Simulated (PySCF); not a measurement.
# RbBr: from the state search to spectroscopic constants

The task here is to estimate one member of a computed series from the others.

Program: PySCF 2.14.0. Level of theory: Rb x2c-TZVPPall, Br x2c-TZVPPall, spin-free X2C with a Gaussian nucleus. These are calculated values, not measurements.

Set-up of the first run:

A driver script around PySCF takes these settings:

```yaml
atoms: Rb, Br
charge: 0
basis: Rb x2c-TZVPPall, Br x2c-TZVPPall
Hamiltonian: spin-free X2C with a Gaussian nucleus
basis_functions: 127
electrons_treated: 72
masses_in_u: 84.9118, 78.9183
levels: PBE0, PBE, r²SCAN, BP86, PBEsol, revPBE, BLYP, HSE06, HF, MP2, SCS-MP2, CCSD, CCSD(T)
grid: 80 radial by 434 angular points
occupations: held fixed by the projection of orbital angular momentum
dissociation_limit: Rb + Br, each in its ground configuration
starting_distance_in_angstrom: 3.175
values_of_2S_to_try: 0, 2
```

On the command line:

```bash
> OMP_NUM_THREADS=2 python dia.py task.json out
```

Steps of the session up to this table: Set-up; First curve: PBE0; Higher solutions at PBE0; PBE; r²SCAN (meta-GGA); BP86 (GGA); PBEsol; revPBE; BLYP; HSE06 (range-separated hybrid); RHF; Adding correlation.

One table of the session follows, with a row left open; its other results are not shown here.

Energy (eV) from each level's lowest point:

```
R (Å)    RHF  RHF-MP2  RHF-SCS-MP2  RHF-CCSD  RHF-CCSD(T)
2.536  0.847    0.570        0.619       n/a          n/a
2.654  0.423    0.241        0.273     0.277        0.265
2.772  0.173    0.069        0.086     0.088        0.081
2.861  0.068    0.012        0.020     0.021        0.018
2.949  0.014    0.000        0.000     0.000        0.000
3.038  0.000    0.021        0.014     0.014        0.016
3.155      ?        ?            ?         ?            ?
3.303  0.106    0.206        0.183     0.182        0.190
3.480  0.245    0.379        0.350     0.348        0.359
3.716  0.461    0.629        0.593       n/a          n/a
```

Q: Estimate the row for R (Å) = 3.155 from the others.

Worked estimate for «RHF». A straight line through the neighbours (3.038, 0.000) and (3.303, 0.106) gives 0.000 + (0.106 − 0.000) × (3.155 − 3.038) / (3.303 − 3.038) = 0.047; a parabola fitted to 4 rows on both sides gives 0.031.

The run gave: RHF: 0.026; RHF-MP2: 0.086; RHF-SCS-MP2: 0.072; RHF-CCSD: 0.071; RHF-CCSD(T): 0.076. In «RHF» the line misses by +0.021 and the parabola by +0.005.
